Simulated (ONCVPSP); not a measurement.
# An ONCV potential for niobium, from input to tests

Task: generate the file, and judge it by its errors in other configurations, its logarithmic derivatives, its ghosts and its cutoff.

Program: ONCVPSP 4.0.1. Reference atom: PBE, scalar-relativistic, spherical and spin-unpolarised. All values are calculated.

## Step 1: The atom and the settings

The settings as typed:

- element: niobium (Nb, Z = 41)
- type: optimised norm-conserving Vanderbilt (ONCV)
- frozen core: [Ar] 3d10
- valence charge: 13
- reference configuration: 4s2 4p6 4d3.5 (charge +1.5)
- partial waves: 4s: rc 1.95 bohr, ncon 4, nbas 7, qcut 5.9 1/bohr, 1 projector; 4p: rc 1.20 bohr, ncon 4, nbas 7, qcut 8.3 1/bohr, 2 projectors, debl 1.5 Ha; 4d: rc 1.75 bohr, ncon 4, nbas 7, qcut 5.6 1/bohr, 3 projectors, debl 3.3 Ha; f scattering state at 0.13 Ha: rc 1.50 bohr, ncon 4, nbas 9, qcut 8 1/bohr, 2 projectors, debl 3.7 Ha
- local potential: polynomial inside 1.00 bohr (lpopt 5, dvloc0 0 Ha)
- core correction: polynomial model core, fcfact 0.7

An earlier all-electron run gives the scale for the radii.

All-electron outer shells of the reference configuration (PBE, scalar-relativistic, ld1.x):

| shell | level (eV) | outermost node (bohr) | outermost maximum (bohr) |
| --- | --- | --- | --- |
| 4s | -70.06 | 0.53 | 1.04 |
| 4p | -46.15 | 0.54 | 1.12 |
| 4d | -13.96 | 0.55 | 1.47 |
| 5s | -13.01 | 1.39 | 2.82 |
| 5p | -8.82 | 1.59 | 3.44 |

## Step 2: Generating the potential

Input file Nb.dat:

```
# ATOM AND REFERENCE CONFIGURATION
# atsym  z   nc   nv     iexc    psfile
  Nb 41.00    6    3        4      upf
#
#   n    l    f
    1    0    2.00
    2    0    2.00
    2    1    6.00
    3    0    2.00
    3    1    6.00
    3    2   10.00
    4    0    2.00
    4    1    6.00
    4    2    3.50
#
# PSEUDOPOTENTIAL AND OPTIMIZATION
# lmax
    3
#
#   l,   rc,      ep,       ncon, nbas, qcut
    0    1.95    0.00    4    7    5.90
    1    1.20    0.00    4    7    8.30
    2    1.75    0.00    4    7    5.60
    3    1.50    0.13    4    9    8.00
#
# LOCAL POTENTIAL
# lloc, lpopt,  rc(5),   dvloc0
    4    5    1.00    0.00
#
# VANDERBILT-KLEINMAN-BYLANDER PROJECTORs
# l, nproj, debl
    0    1    2.60
    1    2    1.50
    2    3    3.30
    3    2    3.70
#
# MODEL CORE CHARGE
# icmod, fcfact, rcfact
    1    0.70    0.00
#
# LOG DERIVATIVE ANALYSIS
# epsh1, epsh2, depsh
   -4.00    5.00    0.02
#
# OUTPUT GRID
# rlmax, drl
    6.00    0.01
#
# TEST CONFIGURATIONS
# ncnf
    4
# nvcnf
#   n    l    f
    4
    4    0    2.00
    4    1    6.00
    4    2    4.00
    5    0    1.00
#
    3
    4    0    2.00
    4    1    6.00
    4    2    4.00
#
    3
    4    0    2.00
    4    1    6.00
    4    2    3.00
#
    4
    4    0    2.00
    4    1    6.00
    4    2    3.00
    5    0    1.00
#
```

Command:

```sh
$ oncvpsp.x < Nb.dat > Nb.out
```

What does the calculation give? Wanted: cutoffs for 1 and 0.1 mHa per electron, occupied waves; bound ghosts; GHOST(+) flags; largest test error; largest phase difference near zero energy, channels read; rms error of d²Exc/dn², without and with the model core; projector energies reset by the program.

**Answer**, as computed:

```
                                                quantity                                         value
  cutoffs for 1 and 0.1 mHa per electron, occupied waves                               29 Ha and 47 Ha
                                            bound ghosts                              d at -1476.94 eV
                                          GHOST(+) flags                                   s at -50 eV
                            largest test error (AE − PS)  +1.3 meV, for 4s2 4p6 4d3 (2 tests unsolved)
largest phase difference near zero energy, channels read                                     2.962 rad
 rms error of d²Exc/dn², without and with the model core                             4.47 and 2.36 mHa
                 projector energies reset by the program                           p: -1.696, 0.250 Ha
```

In words: It has a bound ghost (d), a state that the atom doesn't have, and that rules the file out. The worst unpolarised test, 4s2 4p6 4d3, is off by 1.3 meV on 8.2 eV; by total energies transferability rates as very good where solved. Atomic tests can pass in spite of a ghost, since they solve only for the levels asked. Of the tests 2 gave no usable energy difference, which is a warning in itself. It counts as of middling hardness, with 29 Ha needed at the looser tolerance. At the looser tolerance the 4p wave is the slowest; 4d needs 16 Ha. Of the channels read, s scatters worst near zero energy, by up to 2.96 rad. A step near π is an extra or missing state, not a misfit of shape. The pseudo curves have a pole with no partner nearby in the atom's: s at -1.75 Ha. The program also flags highly localised states, GHOST(+) (s). All of this concerns the isolated atom, not yet a solid.
